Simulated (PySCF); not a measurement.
# C2H10GeSi: the cost of one run

The runs use PySCF 2.14.0, with density-fitted response routines of our own; the level of theory stands in each step. All values are computed, except where a source is named. Atoms count from 0, in the outputs and in this text.

**1. The molecule as given**

14 atoms, charge 0, multiplicity 1; geometry from: GFN2-xTB. The atoms were then displaced at random by about 0.01 Å, so the start is not that level's minimum.

Bonds of the start (Å): C0–C1 1.50, C1–Ge2 1.98, Ge2–Si3 2.37, C0–H4 1.11, C0–H5 1.10, C0–H6 1.08, C1–H7 1.08, C1–H8 1.08, Ge2–H9 1.54, Ge2–H10 1.52, Si3–H11 1.47, Si3–H12 1.49, Si3–H13 1.42.

**2. Optimising the geometry at PBE0-D3(BJ)/def2-SVP**

Job settings and geometry (Å):

```
{"job": {"xc": "PBE0", "basis": "def2-SVP", "d3": "d3bj", "grid": 1, "shake": 0.01, "kind": "geom"}, "charge": 0, "multiplicity": 1}
C     -1.775240     0.132220    -0.209870
C     -1.168830    -0.437400     1.037030
Ge     0.679890     0.205060     1.304780
Si     2.116790    -0.033950    -0.561400
H     -1.829610     1.237930    -0.160970
H     -2.818700    -0.199030    -0.349800
H     -1.210690    -0.114500    -1.099180
H     -1.754490    -0.176080     1.905810
H     -1.158750    -1.517010     0.983580
H      1.211980    -0.485940     2.569600
H      0.589360     1.640610     1.793100
H      1.917520    -1.364790    -1.140610
H      1.714950     0.964430    -1.590510
H      3.478660     0.133370    -0.209290
```

Command:

```bash
OMP_NUM_THREADS=1 python probes_run.py task.json out
```

One launch serves the whole session: the jobs run in the order shown.

Q: Estimate the wall time and peak memory of this first job on 1 thread of Arm Neoverse V1, shared host.

About 59 s, with a peak of 0.56 GiB.
